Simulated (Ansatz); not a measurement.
# C₂H₅AlBr radical: how energies converge with the basis set

An exercise on one series of results from a longer session: the logs are not shown, and one member is left open.

Method: one geometry, several basis sets; program: Ansatz 0.2.0, Gaussian basis.

The runs, in order: PBE0-D4/def2-SVP; ωB97M-V/def2-SVP; PBE0-D4/def2-QZVPP; ωB97M-V/def2-QZVPP; the functionals' def2-TZVPP values are taken from earlier runs.

**The relaxed structure**

The geometry comes from an earlier relaxation with PBE0-D4 in a triple-zeta def2 set; it is a stationary point, not always the lowest conformer.

SMILES `[CH2][Al]([CH3])[Br]`, 9 atoms, charge 0, spin multiplicity 2.

Atoms are counted from 1 here; the program's logs count them from 0.

Bond lengths: C1–Al2 1.916 Å, C1–H5 1.088 Å, C1–H6 1.089 Å, Al2–C3 1.940 Å, Al2–Br4 2.271 Å, C3–H7 1.094 Å, C3–H8 1.094 Å, C3–H9 1.093 Å. Angles: Al2–C1–H5 123.7°, Al2–C1–H6 123.9°, H5–C1–H6 112.4°, C1–Al2–C3 125.7°, C1–Al2–Br4 116.1°, C3–Al2–Br4 118.2°, Al2–C3–H7 110.7°, Al2–C3–H8 110.8°, Al2–C3–H9 112.2°, H7–C3–H8 106.6°, H7–C3–H9 108.1°, H8–C3–H9 108.2°.

Set-up of the first run:

Input file in.yaml:

```yaml
crystal:
  periodic: [false, false, false]
  atoms:
    - {symbol: C, position_ang: [-0.282128, 1.738716, -0.765795]}
    - {symbol: Al, position_ang: [-0.274670, -0.157194, -0.488066]}
    - {symbol: C, position_ang: [0.507573, -1.074582, 1.031348]}
    - {symbol: Br, position_ang: [-1.279433, -1.406413, -2.096621]}
    - {symbol: H, position_ang: [-0.732707, 2.219467, -1.631674]}
    - {symbol: H, position_ang: [0.162210, 2.455438, -0.076811]}
    - {symbol: H, position_ang: [-0.254035, -1.641705, 1.574748]}
    - {symbol: H, position_ang: [1.260816, -1.796720, 0.703102]}
    - {symbol: H, position_ang: [0.980873, -0.383208, 1.732671]}
basis:
  gaussian: {orbitals: def2-SVP}
magnetization: {spin_polarized: true, initial_magnetization: 1}
hamiltonian: {xc: pbe0, dispersion: d4}
output: {orbitals: {seedname: orbitals}}
```

Among the steps run: PBE0-D4 in def2-SVP; ωB97M-V in def2-SVP; PBE0-D4 in def2-QZVPP; ωB97M-V in def2-QZVPP.

One table of the session follows, with a row left open; its other results are not shown here.

It belongs to the step «Density functionals: the series». 

| functional | basis | HOMO (eV) | LUMO (eV) |
| --- | --- | --- | --- |
| PBE0-D4 | def2-SVP | -7.30 | -2.83 |
| PBE0-D4 | def2-TZVPP | -7.36 | -2.92 |
| PBE0-D4 | def2-QZVPP | -7.37 | -2.95 |
| ωB97M-V | def2-SVP | -9.30 | -0.98 |
| ωB97M-V | def2-TZVPP | -9.36 | -1.18 |
| ωB97M-V | def2-QZVPP | ? | ? |

**Question.** Estimate the row for ωB97M-V, def2-QZVPP.

As computed: HOMO (eV): -9.38; LUMO (eV): -1.25. In the column «HOMO (eV)» it is the lowest.
